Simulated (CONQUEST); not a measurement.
Write the native input for CONQUEST 1.3 that does the following.

| Property | Result |
| --- | --- |
| Task | single point |
| Functional | SOGGA |
| Potentials or basis | PseudoDojo NC PBEsol, DZP, grid cutoff 80 Ha |
| k mesh | 7 × 7 × 5 |
| Occupations | fermi-dirac, width 0.1 eV |
| Spin | no spin polarisation |
| Solver | diagonalisation |
| SCF tolerance | 1e-06 |

The system is HfB.

```
Hf B
1.0
     3.26683    0.00000    0.00000
     0.00000    3.26683    0.00000
     0.00000    0.00000    4.62000
Hf B
2 2
Cartesian
  0.0000 0.0000 2.3100
  1.6334 1.6334 0.0000
  0.0000 0.0000 0.0000
  1.6334 1.6334 2.3100
```

One way to write it, as run:

Conquest_input

```
IO.Title HfB
IO.Coordinates coords.dat
IO.FractionalAtomicCoords T
IO.Iprint 2
IO.Iprint_init 1
General.NumberOfSpecies 2
General.PseudopotentialType hamann
General.FunctionalType -150130
General.DifferentFunctional T
AtomMove.TypeOfRun static
AtomMove.FullStress T
Grid.GridCutoff 80
DM.SolutionMethod diagon
Diag.MPMesh T
Diag.GammaCentred T
Diag.MPMeshX 7
Diag.MPMeshY 7
Diag.MPMeshZ 5
Diag.kT 0.00367493
minE.SCTolerance 1e-6
SC.MaxIters 100
IO.AtomChargeOutput T
IO.DumpChargeDensity T
IO.DumpTotPot T
%block ChemicalSpeciesLabel
1 178.490 Hf
2 10.810 B
%endblock
```

coords.dat

```
    6.1734202866     0.0000000000     0.0000000000
    0.0000000000     6.1734202866     0.0000000000
    0.0000000000     0.0000000000     8.7305346958
4
  0.0000000000   0.0000000000   0.5000000000 1 T T T
  0.5000000000   0.5000000000   0.0000000000 1 T T T
  0.0000000000   0.0000000000   0.0000000000 2 T T T
  0.5000000000   0.5000000000   0.5000000000 2 T T T
```

Potentials or basis: PseudoDojo NC PBEsol, DZP, grid cutoff 80 Ha.

The run is started by

```bash
$ Conquest
```

It gave:

| Item | Value |
| --- | --- |
| Pressure | 24.9 GPa |
| Band gap on the k mesh | none (metal or under the smearing width) |
| Mulliken charges | Hf +1.12; B -1.12 e |

Caveat: the potentials were made for another functional, which shifts forces and pressure; Mulliken charges move with the basis; so large a pressure means that the cell lies far from this level's equilibrium, or that cutoff or potentials fall short; the basis of atomic orbitals isn't converged, which shifts pressures, moduli and gaps; the real-space grid breaks the cell's symmetry a little.

Wall time 2.3 min on 1 thread of Intel(R) Xeon(R) Platinum 8259CL CPU @ 2.50GHz (Skylake/Cascade Lake) (shared host), peak memory 0.69 GiB.
